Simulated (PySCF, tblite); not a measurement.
**BrH3HfO3, a small molecule taken as a stand-in for a surface group (hafnium hydroxide): NMR shifts, core binding energies and electronic excitations**

What NMR shifts, core binding energies and electronic excitations should one expect for `[OH][Hf]([OH])([OH])[Br]`?

Programs: tblite 0.8.0 and PySCF 2.14.0. All values are calculated, for the isolated system unless a continuum is named. Atoms count from 0, parts from 1.

### 1 Starting point

8 atoms, charge 0, multiplicity 1; geometry: distance geometry start.

### 2 Relaxing the cluster with GFN2-xTB

The job: settings as JSON, then the geometry in Å.

```
{"job": {"kind": "relax", "xc": "GFN2-xTB", "basis": "xTB"}, "charge": 0, "multiplicity": 1}
O     -1.122704    -0.658935    -1.744925
Hf    -0.816954    -1.038599     0.281304
O      0.156399     0.570215     1.145095
O      0.327852    -2.774559     0.500696
Br    -3.061043    -1.358848     1.428702
H     -1.409387     0.161538    -2.111856
H      1.092404     0.786483     1.029942
H      0.670674    -3.080157     1.322559
```

With the program's defaults for keys left out, this is: GFN2-xTB geometry optimisation, gas phase.

On the command line:

```bash
> OMP_NUM_THREADS=1 python cluster_run.py task.json out
```

This one command runs all jobs of the session in turn.

The log of the run:

```text
step      E/eV     max force
  0    -529.03866    2.178
  1    -529.17015    1.222
  2    -529.33836    1.322
  3    -529.57638    2.183
  4    -529.67981    1.030
  5    -529.73350    0.490
  6    -529.74387    0.284
  7    -529.74952    0.167
  8    -529.75177    0.157
  9    -529.75715    0.286
 10    -529.76235    0.283
 11    -529.76807    0.194
 12    -529.77141    0.141
 13    -529.77307    0.165
 14    -529.77535    0.268
 15    -529.78220    0.456
 16    -529.79187    0.907
 17    -529.81189    0.625
 18    -529.83134    0.460
 19    -529.84001    0.172
 20    -529.84146    0.185
 21    -529.84355    0.169
 22    -529.84819    0.175
 23    -529.86111    0.344
 24    -529.87546    0.447
 25    -529.89335    0.400
 26    -529.90075    0.377
 27    -529.86091    1.148
 28    -529.90350    0.240
 29    -529.90418    0.280
 30    -529.90603    0.143
 31    -529.90766    0.092
 32    -529.91030    0.181
 33    -529.91307    0.207
 34    -529.91539    0.218
 35    -529.91707    0.183
 36    -529.91901    0.131
 37    -529.92070    0.158
 38    -529.92195    0.162
 39    -529.92382    0.162
 40    -529.92650    0.212
 41    -529.93069    0.284
 42    -529.93626    0.303
 43    -529.94134    0.233
 44    -529.94356    0.147
 45    -529.94422    0.119
 46    -529.94497    0.129
 47    -529.94599    0.117
 48    -529.95033    0.171
 49    -529.95363    0.177
 50    -529.95835    0.345
 51    -529.95759    0.380
 52    -529.96243    0.149
 53    -529.96373    0.144
 54    -529.96567    0.229
 55    -529.96764    0.072
 56    -529.96896    0.351
 57    -529.97152    0.083
 58    -529.97316    0.086
 59    -529.97416    0.114
 60    -529.97462    0.152
 61    -529.97493    0.058
 62    -529.97503    0.077
 63    -529.97520    0.054
 64    -529.97547    0.075
 65    -529.97582    0.090
 66    -529.97649    0.087
 67    -529.97699    0.033
 68    -529.97711    0.028
 69    -529.97716    0.016
 70    -529.97717    0.013
 71    -529.97719    0.009
 72    -529.97719    0.009
 73    -529.97720    0.011
 74    -529.97722    0.014
 75    -529.97725    0.022
 76    -529.97731    0.028
 77    -529.97737    0.023
 78    -529.97740    0.012
 79    -529.97741    0.012
 80    -529.97742    0.011
 81    -529.97742    0.008
 82    -529.97744    0.013
 83    -529.97748    0.021
 84    -529.97755    0.027
 85    -529.97763    0.030
 86    -529.97769    0.016
 87    -529.97772    0.011
 88    -529.97772    0.007
```

Wall time 0.9 s (1 thread of Intel Xeon Platinum 8375C at 2.90GHz, shared host).

Relaxation path: (the energy doesn't fall at every step)

```
step  energy from step 0 (eV)  largest force (eV/Å)
   0                   0.0000                2.1781
   3                  -0.5377                2.1828
   6                  -0.7052                0.2842
   9                  -0.7185                0.2865
  12                  -0.7327                0.1409
  15                  -0.7435                0.4570
  18                  -0.7927                0.4606
  21                  -0.8049                0.1694
  24                  -0.8368                0.4461
  27                  -0.8222                1.1478
  30                  -0.8674                0.1421
  33                  -0.8744                0.2068
  36                  -0.8803                0.1312
  39                  -0.8852                0.1621
  42                  -0.8976                0.3030
  45                  -0.9056                0.1187
  48                  -0.9117                0.1710
  51                  -0.9189                0.3800
  54                  -0.9270                0.2289
  57                  -0.9329                0.0822
  60                  -0.9360                0.1519
  63                  -0.9365                0.0546
  66                  -0.9378                0.0870
  69                  -0.9385                0.0167
  72                  -0.9385                0.0096
  75                  -0.9386                0.0222
  78                  -0.9387                0.0130
  81                  -0.9388                0.0083
  84                  -0.9389                0.0270
  87                  -0.9391                0.0112
  88                  -0.9391                0.0064
```

Close pairs (by a distance rule), those that changed most:

```
   bond  before (Å)  after (Å)  change (Å)
 Hf1–O3       2.091      1.862      -0.229
 O0–Hf1       2.084      1.862      -0.222
 Hf1–H5       2.742      2.528      -0.214
 Hf1–H6       2.745      2.532      -0.213
 Hf1–O2       2.069      1.862      -0.207
 Hf1–H7       2.732      2.535      -0.197
Hf1–Br4       2.541      2.431      -0.110
  O3–H7       0.941      0.960      +0.019
```

### 3 Relaxing the molecule at PBE0-D3(BJ)/def2-SVP

The job: settings as JSON, then the geometry in Å.

```
{"job": {"xc": "PBE0", "basis": "def2-SVP", "d3": "d3bj", "grid": 2, "kind": "geom", "shake": 0.01}, "charge": 0, "multiplicity": 1}
O     -0.642712     0.275417    -1.556432
Hf    -0.532119    -0.079908     0.255355
O      0.423324     1.329166     0.988352
O      0.601629    -1.573778     0.382960
Br    -2.691438    -0.402307     1.310004
H      0.085868     0.470466    -2.135875
H      1.333948     1.588994     0.716079
H      1.467575    -1.636603     0.011656
```

The log of the run:

```text
step   0  E = -2848.86684373  max force = 0.057232
step   1  E = -2848.88673973  max force = 0.015088
step   2  E = -2848.88940212  max force = 0.006424
step   3  E = -2848.89210704  max force = 0.012187
step   4  E = -2848.89692037  max force = 0.014319
step   5  E = -2848.89836284  max force = 0.010864
step   6  E = -2848.89860625  max force = 0.001442
step   7  E = -2848.89863346  max force = 0.000629
step   8  E = -2848.89864750  max force = 0.000415
optimisation converged
```

Run time: 1.8 min. Hardware: 1 thread of Intel Xeon Platinum 8375C at 2.90GHz, shared host; peak memory 0.61 GiB.

Step by step:

```
step  energy from step 0 (eV)  largest force component (eV/Å)
   0                   0.0000                          2.9430
   1                  -0.5414                          0.7759
   2                  -0.6138                          0.3303
   3                  -0.6874                          0.6267
   4                  -0.8184                          0.7363
   5                  -0.8577                          0.5586
   6                  -0.8643                          0.0742
   7                  -0.8650                          0.0323
   8                  -0.8654                          0.0213
```

Distances of close pairs at the start and the end, largest changes first:

```
   bond  before (Å)  after (Å)  change (Å)
 Hf1–H5       2.530      2.866      +0.336
 Hf1–H6       2.546      2.866      +0.320
 Hf1–H7       2.546      2.866      +0.320
Hf1–Br4       2.425      2.536      +0.112
 O0–Hf1       1.850      1.915      +0.065
 Hf1–O2       1.854      1.914      +0.060
 Hf1–O3       1.880      1.915      +0.035
  O2–H6       0.985      0.954      -0.031
```

The final coordinates are the input of the step that follows.

```
                         at the end point                value
  point group (found at 0.08 Å tolerance)                  C3v
rotational constants (GHz, main isotopes)  2.815, 0.958, 0.957
                        dipole moment (D)                 3.99
```

### 4 NMR shieldings: PBE0/def2-SVP+pcSseg-1

The job: settings as JSON, then the geometry in Å.

```
{"job": {"kind": "nmr", "xc": "PBE0", "basis": {"default": "pcSseg-1", "Hf": "def2-SVP"}}, "charge": 0, "multiplicity": 1}
O     -0.496236     0.351764    -1.741242
Hf    -0.254640    -0.041986     0.116901
O      0.633556     1.411445     0.989703
O      0.758443    -1.652558     0.331450
Br    -2.535094    -0.359637     1.180436
H     -0.530016     0.561441    -2.671559
H      1.143718     2.118234     1.378414
H      1.326351    -2.417256     0.387999
```

With the program's defaults for keys left out, this is: GIAO PBE0/pcSseg-1 Hf:def2-SVP NMR shielding, scalar relativity only through core potentials, gas phase.

The log of the run:

```text
coarse grid: 39128 points
cycle   1  E = -2848.6614364107  dE = -1.348e+01  |g| = 1.571e+00  |ddm| = 7.739e+00
cycle   2  E = -2848.2583302431  dE =  4.031e-01  |g| = 2.069e+00  |ddm| = 2.460e+00
cycle   3  E = -2849.0604821383  dE = -8.022e-01  |g| = 3.344e-01  |ddm| = 1.521e+00
cycle   4  E = -2849.0763386038  dE = -1.586e-02  |g| = 1.633e-01  |ddm| = 3.515e-01
cycle   5  E = -2849.0830655164  dE = -6.727e-03  |g| = 2.227e-02  |ddm| = 1.691e-01
cycle   6  E = -2849.0831896861  dE = -1.242e-04  |g| = 6.472e-03  |ddm| = 2.987e-02
cycle   7  E = -2849.0831953985  dE = -5.712e-06  |g| = 9.991e-04  |ddm| = 5.421e-03
final grid: 78192 points
cycle   8  E = -2849.0833520335  dE = -4.768e-08  |g| = 1.041e-03  |ddm| = 2.315e-03
cycle   9  E = -2849.0833517028  dE =  3.307e-07  |g| = 1.540e-03  |ddm| = 2.757e-03
cycle  10  E = -2849.0833523693  dE = -6.665e-07  |g| = 2.180e-04  |ddm| = 1.553e-03
cycle  11  E = -2849.0833523771  dE = -7.772e-09  |g| = 6.918e-05  |ddm| = 1.677e-04
cycle  12  E = -2849.0833523778  dE = -7.185e-10  |g| = 4.827e-06  |ddm| = 4.058e-05
converged SCF energy = -2849.0833523778

GIAO shielding tensors (ppm)
atom      isotropic    diamagn.    paramagn.     s11        s22        s33       span
  0 O      159.685     390.065    -230.380     47.157    107.691    324.206    277.049
  1 Hf         nan         nan         nan        nan        nan        nan        nan
  2 O      158.275     390.060    -231.786     44.239    105.574    325.011    280.773
  3 O      158.564     390.061    -231.496     44.964    105.456    325.273    280.308
  4 Br    2313.262    3126.181    -812.919   2000.762   2002.159   2936.866    936.104
  5 H       28.658      30.329      -1.671     21.399     21.819     42.757     21.358
  6 H       28.609      30.321      -1.712     21.311     21.732     42.785     21.474
  7 H       28.617      30.330      -1.713     21.321     21.731     42.799     21.478
```

It took 26 s on 1 thread of Intel Xeon Platinum 8375C at 2.90GHz, shared host; peak memory 0.82 GiB.

Shifts follow as δ = σ(reference) − σ, with reference shieldings (ppm) from runs at the same level and on the same kind of geometry: $^{1}$H TMS 31.27, $^{17}$O H2O 334.6, $^{79}$Br HBr 2584. The references are single molecules in the gas phase, so shifts against H2O, NH3, PH3, H3PO4 or CFCl3 are not on the usual liquid scales and can be off by tens of ppm. Atoms listed in one row are averaged.

```
     atoms                         environment  σ (ppm)  δ (ppm)
H5, H6, H7  hydrogen on an oxygen bonded to Hf    28.63     2.64
O0, O2, O3              oxygen bonded to Hf, H    158.8    175.7
       Br4                bromine bonded to Hf     2313      271
```

Atoms past Kr carry core potentials, so their printed shieldings have no meaning and are left out of the table.

The run also stored atomic charges by several schemes (e):

```
     atoms  Mulliken  ESP fit
O0, O2, O3     -0.57    -0.69
       Hf1      1.43     1.10
       Br4     -0.45    -0.32
```

Mayer bond orders: O0–Hf1 1.07, Hf1–O2 1.07, Hf1–O3 1.07, Hf1–Br4 0.93.

With diffuse functions Mulliken charges and Mayer bond orders lose their meaning; the other schemes are steadier.

The fields below are evaluated on a grid from the run's orbitals.

Frontier orbitals at PBE0/def2-SVP+pcSseg-1, with the share of their density that lies nearest to each atom:

```
orbital  energy (eV)                                                           lies on
   HOMO        -8.00                                                          Br4 90 %
   LUMO        -0.07  O0, O2, O3 about 16 % each; H5, H6, H7 about 10 % each; Hf1 10 %
```

ELF in a plane through or near 3 of the atoms.

Ten even steps from '0' (0.00) to '9' (0.90):
```
0000000000000000000000000000
0000000000000000000000000000
0000000000000000000000000000
0000000000000000000000000000
0000000000000000000000000000
0000003675333200000000000000
0000005899888500254211000000
0000002485488401798778620000
0000001379784111796899740000
0000001368725885575887410000
0000000011015885189842000000
0000000001343321014420000000
0000000015899886100000000000
0000000014683298510000000000
0000000001489864300000000000
0000000000489721000000000000
0000000000034200000000000000
0000000000000000000000000000
0000000000000000000000000000
0000000000000000000000000000
```
The map spans 10.3 Å across and 10.4 Å up, centred on the molecule. Atoms in the plane (x, y in Å): O0 (1.7, 0.5), O2 (-0.4, -1.8), O3 (-1.3, 1.2).

On the surface of density 0.002 e/bohr³ the electrostatic potential runs, from the 1st to the 99th percentile, from -0.91 V near Br4 to 2.53 V near Hf1.

### 5 Core holes by ΔSCF: SCAN, X2C

The job, as its differences from that of step 4:

```diff
@@ -1,2 +1,2 @@
-{"job": {"kind": "nmr", "xc": "PBE0", "basis": {"default": "pcSseg-1", "Hf": "def2-SVP"}}, "charge": 0, "multiplicity": 1}
+{"job": {"kind": "xps", "holes": 5}, "charge": 0, "multiplicity": 1}
 O     -0.496236     0.351764    -1.741242
```

Level: delta-SCF UKS SCAN, pcX-2 on the ionised atom, pcseg-1 elsewhere (x2c-SVPall past Kr), spin-free X2C.

The log of the run:

```text
ground state, core basis on atom 0 (O), 181 functions
  cycle   1  E = -17905.96322238  |g| = 1.46e+00
  cycle   2  E = -17902.66063307  |g| = 4.28e+00
  cycle   3  E = -17906.29238885  |g| = 4.44e-01
  cycle   4  E = -17906.33559540  |g| = 2.17e-01
  cycle   5  E = -17906.34386613  |g| = 9.39e-02
  cycle   6  E = -17906.34591176  |g| = 3.38e-02
  cycle   7  E = -17906.34609262  |g| = 1.20e-02
  cycle   8  E = -17906.34612379  |g| = 2.72e-03
  cycle   9  E = -17906.34612741  |g| = 4.65e-04
  E(ground) = -17906.77102904 Eh
hole in O 1s of atom 0
  cycle   1  E = -17885.74076014  |g| = 2.23e+00
  cycle   2  E = -17883.09809237  |g| = 2.67e+00
  cycle   3  E = -17886.14975688  |g| = 8.68e-01
  cycle   4  E = -17886.38603076  |g| = 6.77e-01
  cycle   5  E = -17886.53118284  |g| = 3.09e-01
  cycle   6  E = -17886.56961254  |g| = 9.70e-02
  cycle   7  E = -17886.57306498  |g| = 4.67e-02
  cycle   8  E = -17886.57442707  |g| = 7.02e-03
  cycle   9  E = -17886.57444381  |g| = 2.45e-03
  cycle  10  E = -17886.57444125  |g| = 2.29e-03
  cycle  11  E = -17886.57444036  |g| = 5.58e-04
  cycle  12  E = -17886.57444609  |g| = 1.66e-04
  E(ion) = -17887.00028626 Eh   <S^2> = 0.7617   hole on atom = 1.000   binding energy = 537.989 eV
```

Run time: 15 s. Hardware: 1 thread of Intel Xeon Platinum 8375C at 2.90GHz, shared host; peak memory 0.44 GiB.

Atoms past Kr, which the light-atom basis doesn't hold, take an all-electron relativistic set.

The holes in one table. −ε is the ground-state orbital energy:

```
     hole  stands for             environment  ΔSCF (eV)  −ε (eV)   ⟨S²⟩
O1s on O0  O0, O2, O3  oxygen bonded to Hf, H     537.99    516.7  0.762
```

Each hole run stands for the others of its class of like atoms.

### 6 Ultraviolet spectrum: CAM-B3LYP/def2-SVPD

The job, as its differences from that of step 5:

```diff
@@ -1,2 +1,2 @@
-{"job": {"kind": "xps", "holes": 5}, "charge": 0, "multiplicity": 1}
+{"job": {"kind": "uv", "xc": "CAM-B3LYP", "basis": "def2-SVPD", "nstates": 6, "ntriplets": 2, "ip": true}, "charge": 0, "multiplicity": 1}
 O     -0.496236     0.351764    -1.741242
```

Method: TDDFT CAM-B3LYP/def2-SVPD, vertical, gas phase, core orbitals frozen in the response.

The log of the run:

```text
coarse grid: 39128 points
cycle   1  E = -2849.1629282242  dE = -1.365e+01  |g| = 1.275e+00  |ddm| = 8.015e+00
cycle   2  E = -2848.9608099288  dE =  2.021e-01  |g| = 1.671e+00  |ddm| = 2.227e+00
cycle   3  E = -2849.4838775375  dE = -5.231e-01  |g| = 1.736e-01  |ddm| = 1.152e+00
cycle   4  E = -2849.4899913813  dE = -6.114e-03  |g| = 5.473e-02  |ddm| = 2.204e-01
cycle   5  E = -2849.4908008838  dE = -8.095e-04  |g| = 1.150e-02  |ddm| = 8.189e-02
cycle   6  E = -2849.4908323458  dE = -3.146e-05  |g| = 2.614e-03  |ddm| = 1.694e-02
cycle   7  E = -2849.4908336485  dE = -1.303e-06  |g| = 5.617e-04  |ddm| = 3.426e-03
final grid: 78192 points
cycle   8  E = -2849.4909675529  dE = -1.971e-07  |g| = 4.686e-04  |ddm| = 2.774e-03
cycle   9  E = -2849.4909675377  dE =  1.526e-08  |g| = 5.870e-04  |ddm| = 1.219e-03
cycle  10  E = -2849.4909676158  dE = -7.810e-08  |g| = 7.123e-05  |ddm| = 5.925e-04
cycle  11  E = -2849.4909676169  dE = -1.153e-09  |g| = 2.446e-05  |ddm| = 1.073e-04
cycle  12  E = -2849.4909676171  dE = -1.746e-10  |g| = 6.855e-06  |ddm| = 3.244e-05
converged SCF energy = -2849.4909676171

Static polarisability (au): isotropic 72.441, principal 67.997 68.077 81.248

Singlet excitations
state   eV       nm        f      main configurations
  1   6.8106    182.0   0.00001   H->L+3 0.47, H-1->L+4 0.39
  2   6.8897    180.0   0.00055   H->L+4 0.43, H-1->L+3 0.42
  3   6.8898    180.0   0.00155   H-1->L+4 0.46, H->L+3 0.39
  4   6.9690    177.9   0.03448   H->L 0.78, H->L+5 0.14
  5   6.9706    177.9   0.03372   H-1->L 0.78, H-1->L+5 0.14
  6   7.4383    166.7   0.13819   H->L+4 0.34, H-1->L+3 0.33, H-2->L+6 0.11

Triplet excitations (Tamm-Dancoff, eV): 6.4732 6.6239
Vertical ionisation energy (delta-SCF) = 10.4660 eV
```

It took 1.7 min on 1 thread of Intel Xeon Platinum 8375C at 2.90GHz, shared host; peak memory 0.86 GiB.

The orbitals next to the gap, with their largest atomic shares:

```
orbital      eV                       atoms
 HOMO−3  -10.76   O2 30 %, O3 30 %, O0 29 %
 HOMO−2  -10.50          Br4 75 %, Hf1 13 %
 HOMO−1   -9.37           Br4 86 %, Hf1 7 %
   HOMO   -9.37   Br4 86 %, Hf1 7 %, O0 4 %
   LUMO    0.18  Hf1 58 %, Br4 11 %, O0 8 %
 LUMO+1    0.95  Hf1 48 %, O2 19 %, H6 12 %
 LUMO+2    0.95  Hf1 48 %, O3 16 %, O0 13 %
```

With each of the 6 states as a Gaussian band of 0.4 eV half-width at 1/e, the curve within the window shown has maxima at 168 nm (ε 6,500) L/(mol cm). Beyond the last state computed it falls off for lack of states. The curve at chosen wavelengths:

nm, ε (L/mol/cm) and a bar:
```
      160       3258 ###############
      162       4472 #####################
      163       5031 #######################
      165       5918 ###########################
      166       6210 #############################
      168       6469 ##############################
      169       6448 ##############################
      171       6171 #############################
      172       5948 ############################
      174       5405 #########################
      176       4794 ######################
      177       4477 #####################
      179       3830 ##################
      180       3505 ################
      182       2860 #############
      183       2547 ############
      185       1958 #########
      187       1440 ######
      188       1215 #####
      190        835 ###
      191        680 ###
      193        437 ##
      194        345 #
      196        208 #
      197        160 
      199         91
```

Further results of this job:

```
           property  computed
  dipole moment (D)      3.78
polarisability (Å³)     10.73
 HOMO–LUMO gap (eV)      9.55
      −ε(HOMO) (eV)      9.37
```

### 7 What came out

| quantity | value |
| --- | --- |
| point group | C3v |
| rotational constants (main isotopes) | 2.82, 0.96, 0.96 GHz |
| $^{1}$H shifts against TMS (PBE0/def2-SVP+pcSseg-1, means over atoms taken as alike) | 2.64 ppm |
| $^{17}$O shifts against H2O (PBE0/def2-SVP+pcSseg-1, means over atoms taken as alike) | 175.7 ppm |
| $^{79}$Br shifts against HBr (PBE0/def2-SVP+pcSseg-1) | 271 ppm |
| surface potential, 1st and 99th percentile | -0.91 V and 2.53 V |
| O1s binding energies, SCAN/pcX-2 | O0 537.99 eV |
| lowest singlet (CAM-B3LYP/def2-SVPD) | 6.81 eV (182 nm), f = 0.000 |
| brightest single state of those computed | state 6, 7.44 eV, f = 0.138 |
| lowest triplet | 6.47 eV |
| vertical ionisation energy (ΔSCF) | 10.47 eV |

In words: Relaxing lowered the energy by 0.865 eV in 8 steps; the close pair that moved most is Hf1–H5, from 2.530 to 2.866 Å (PBE0/def2-SVP). No frequency check was run at this level, so the end point may be a saddle. At PBE0/def2-SVP+pcSseg-1: Shielding is most anisotropic at Br4 (span 936 ppm, paramagnetic term -813 ppm). The first singlet state (HOMO→LUMO+3 0.47, HOMO−1→LUMO+4 0.39) lies at 6.81 eV and is dark; of the 6 states computed, the strongest absorption comes from state 6 at 7.44 eV (the last computed, so partners may be missing). The lowest triplet lies 0.34 eV below the lowest singlet (triplets in Tamm-Dancoff, singlets in full TDDFT). Spin-orbit coupling, left out, mixes singlets and triplets in elements this heavy. ΔSCF puts the ionisation energy at 10.47 eV, 1.09 eV above −ε(HOMO). Spin-orbit coupling is left out, which matters for shieldings and couplings at and beside the heavy atoms.
